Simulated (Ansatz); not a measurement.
# BrClH4N2Si: one species, many methods

Aim: compute BrClH4N2Si with functionals from several rungs and with coupled cluster. The yardstick is the atomisation energy at the CCSD(T) limit.

Method: functionals in def2-TZVPP, the program's frozen cores in correlated methods; program: Ansatz 0.2.0, Gaussian basis.

The runs, in order: LDA (SPW92), PBE-D4, revPBE-D4, BLYP-D4, r2SCAN-D4, B97M-V, PBE0-D4, B3LYP-D4, r2SCANh-D4, r2SCAN0-D4, HSE06-D4, BHLYP-D4, CAM-B3LYP-D4, LC-ωPBE, ωB97X-V, ωB97M-V, B2PLYP, PBE-QIDH; CCSD(T)/def2-SVP; CCSD(T)/def2-TZVPP; MP2/def2-QZVPP; extrapolation to the limit; RPA on PBE.

### Step 1. The geometry

The geometry comes from an earlier relaxation with PBE0-D4 in a triple-zeta def2 set; it is a stationary point, not always the lowest conformer.

SMILES `N[Si](N)(Cl)Br`, 9 atoms, charge 0, spin multiplicity 1.

Atoms are counted from 1 here; the program's logs count them from 0.

Bond lengths: N1–Si2 1.690 Å, N1–H6 1.007 Å, N1–H7 1.007 Å, Si2–N3 1.689 Å, Si2–Cl4 2.056 Å, Si2–Br5 2.227 Å, N3–H8 1.008 Å, N3–H9 1.006 Å. Angles: Si2–N1–H6 119.7°, Si2–N1–H7 120.2°, H6–N1–H7 112.4°, N1–Si2–N3 109.0°, N1–Si2–Cl4 104.7°, N1–Si2–Br5 116.6°, N3–Si2–Cl4 116.7°, N3–Si2–Br5 104.5°, Cl4–Si2–Br5 105.8°, Si2–N3–H8 119.9°, Si2–N3–H9 120.6°, H8–N3–H9 112.7°.

### Step 2. LDA

This LDA is Slater exchange with PW92 correlation.

The input, in.yaml:

```yaml
crystal:
  periodic: [false, false, false]
  atoms:
    - {symbol: N, position_ang: [-0.571463, 1.271006, -0.470529]}
    - {symbol: Si, position_ang: [0.239613, -0.204873, -0.327266]}
    - {symbol: N, position_ang: [-0.030681, -0.831734, 1.217811]}
    - {symbol: Cl, position_ang: [-0.437465, -1.326735, -1.911523]}
    - {symbol: Br, position_ang: [2.457286, -0.148100, -0.526476]}
    - {symbol: H, position_ang: [-0.402678, 2.000410, 0.203610]}
    - {symbol: H, position_ang: [-0.804256, 1.635087, -1.379686]}
    - {symbol: H, position_ang: [-0.972815, -0.947934, 1.555584]}
    - {symbol: H, position_ang: [0.610959, -1.493424, 1.621374]}
basis:
  gaussian: {orbitals: def2-TZVPP}
hamiltonian: {xc: lda}
output: {orbitals: {seedname: orbitals}}
```

The run is started by

```
ansatz run in.yaml --threads 4 --pin off --events-out ev --progress --plain --max-ram 10444MiB
```

After this run come: PBE-D4 (GGA); revPBE-D4 (GGA); BLYP-D4 (GGA); r2SCAN-D4 (meta-GGA); B97M-V (meta-GGA); PBE0-D4 (hybrid); B3LYP-D4 (hybrid); r2SCANh-D4 (hybrid); r2SCAN0-D4 (hybrid); HSE06-D4 (hybrid); BHLYP-D4 (hybrid); CAM-B3LYP-D4 (range-separated); LC-ωPBE (range-separated); ωB97X-V (range-separated); ωB97M-V (range-separated); B2PLYP (double hybrid); PBE-QIDH (double hybrid); CCSD(T) in def2-SVP; CCSD(T) in def2-TZVPP; MP2 in def2-QZVPP; RPA on PBE orbitals.

Before running them: what should the planned runs give, taken together? Wanted: atomisation energy, CCSD(T)/CBS; farthest beyond LDA; mean size of error, GGA; mean size of error, meta-GGA; mean size of error, hybrid; mean size of error, range-separated; mean size of error, double hybrid; gap, smallest and largest; T1 diagnostic.

**Answer**, as computed:

```
                               quantity                                                                                    value
        atomisation energy, CCSD(T)/CBS                                                                            3121.9 kJ/mol
 functionals within 31.2 kJ/mol (1.0 %)  BLYP-D4, r2SCAN-D4, B97M-V, PBE0-D4, B3LYP-D4, HSE06-D4, CAM-B3LYP-D4, ωB97X-V, ωB97M-V
                    farthest beyond LDA                                                                 BHLYP-D4 (-113.4 kJ/mol)
                mean size of error, GGA                                                                              34.9 kJ/mol
           mean size of error, meta-GGA                                                                              13.1 kJ/mol
             mean size of error, hybrid                                                                              47.2 kJ/mol
    mean size of error, range-separated                                                                              16.3 kJ/mol
      mean size of error, double hybrid                                                                              54.3 kJ/mol
              gap, smallest and largest                                                    5.92 eV (BLYP-D4), 13.34 eV (LC-ωPBE)
                          T1 diagnostic                                                                                   0.0083
triples share of the correlation energy                                                                                    3.8 %
```

In words: The LDA atomisation energy is off by 447.1 kJ/mol (14 %): it overbinds. PBE-D4 is off by +41.5 kJ/mol. Double hybrids carry the basis error of their MP2 part in triple zeta, and no dispersion term here, so their miss is partly the set-up's. The rungs meta-GGA, range-separated miss on average by less than the doubt on the reference (31.2 kJ/mol), so they tie. The reference freezes the cores and leaves out relativity and excitations past (T), and its outer-core shells are covered unevenly, so misses under about 31.2 kJ/mol can't be ranked. All levels share the lack of spin-orbit coupling, which lowers the free heavy atoms and so the true binding. Hartree-Fock recovers 68 % of the binding; the rest is correlation. CCSD(T) in def2-SVP is off by -321.2 kJ/mol, worse than the median functional, from the basis alone. Orbital gaps span 5.9 to 13.3 eV; exact exchange widens them. Correlated methods include outer-core shells of Br, which these sets cover unevenly.
